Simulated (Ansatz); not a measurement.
# TiAl: an axial (c/a) deformation path

The task here is to estimate one member of a computed series from the others.

Method: DFT PBEsol, scalar-relativistic, plane waves, PAW, in Ansatz 0.2.0.

### Starting point

Symmetry: P-6m2, No. 187, hexagonal system. Conventional cell: a = 2.867 Å, b = 2.867 Å, c = 4.678 Å, α = 90.00°, β = 90.00°, γ = 120.00°. Around Ti (site symmetry -6m2) lie 6 Al at 2.87 Å and 6 Ti at 2.87 Å. Al (site symmetry -6m2) is surrounded by 6 Ti at 2.87 Å and 6 Al at 2.87 Å.

As a file:

```
Ti Al
1.0
     2.86726    0.00000    0.00000
    -1.43363    2.48312    0.00000
     0.00000    0.00000    4.67808
Ti Al
1 1
Cartesian
  0.0000 0.0000 0.0000
  0.0000 1.6554 2.3390
```

It goes back to an entry of the Materials Project, which need not be the stable form.

The cell is taken as given, not relaxed at this level.

### Zero of energy

The reference gives a free energy of -2998.9539 eV, pressure -2.83 GPa, largest force 0.000 eV/Å and gap on the mesh none (metal). It was computed beforehand with the settings of the runs below.

Set-up of the first run:

At fixed volume and fractional coordinates, lengths along (0.000, 0.000, 1.000) are scaled against those across it; ρ is that ratio over its starting value.

input.yaml reads:

```yaml
crystal:
  lattice:
    - [3.0268746698, 0.0, 0.0]
    - [-1.5134373349, 2.6213503582, 0.0]
    - [0.0, 0.0, 4.1977239328]
  atoms:
    - { symbol: Ti, position: [0.0, 0.0, 0.0] }
    - { symbol: Al, position: [0.3333333333, 0.6666666667, 0.5] }
basis:
  ecutwfc: 420
kpoints:
  mp_grid: { grid: [24, 24, 12] }
hamiltonian:
  xc: pbesol
scf:
  occupations: { method: gaussian, width: 0.15 }
output:
  forces: true
  stress: true
  eigenvalues: true
```

Started as:

```
ansatz run input.yaml --threads 1 --pin off --max-ram 2560MiB --backend cpu --events-out ev --progress --plain --runs-dir out
```

Among the steps run: At ρ = 0.850; At ρ = 1.200; ρ = 0.920; Point ρ = 1.100; Point ρ = 0.960; ρ = 1.050; Point ρ = 0.800; Point ρ = 1.300.

One table of the session follows, with a row left open; its other results are not shown here.

The scan, with free energies counted from the undisturbed cell:

| ρ | ΔE (meV/atom) | pressure (GPa) |
| --- | --- | --- |
| 0.800 | 178.8 | 1.9 |
| 0.850 | 94.5 | 0.4 |
| 0.920 | 22.2 | -1.5 |
| 0.960 | 3.5 | -2.3 |
| 1.000 | 0.0 | -2.8 |
| 1.050 | 17.2 | -3.1 |
| 1.100 | 58.5 | -2.8 |
| 1.200 | ? | ? |
| 1.300 | 413.0 | 2.5 |

Estimate the missing values for ρ = 1.200.

Worked estimate for «ΔE (meV/atom)». A straight line through the neighbours (1.100, 58.5) and (1.300, 413.0) gives 58.5 + (413.0 − 58.5) × (1.200 − 1.100) / (1.300 − 1.100) = 235.7; a parabola fitted to 3 rows on both sides gives 197.9.

**Answer.** ΔE (meV/atom): 206.3; pressure (GPa): -0.9. In «ΔE (meV/atom)» the line misses by +29.4 and the parabola by -8.4.
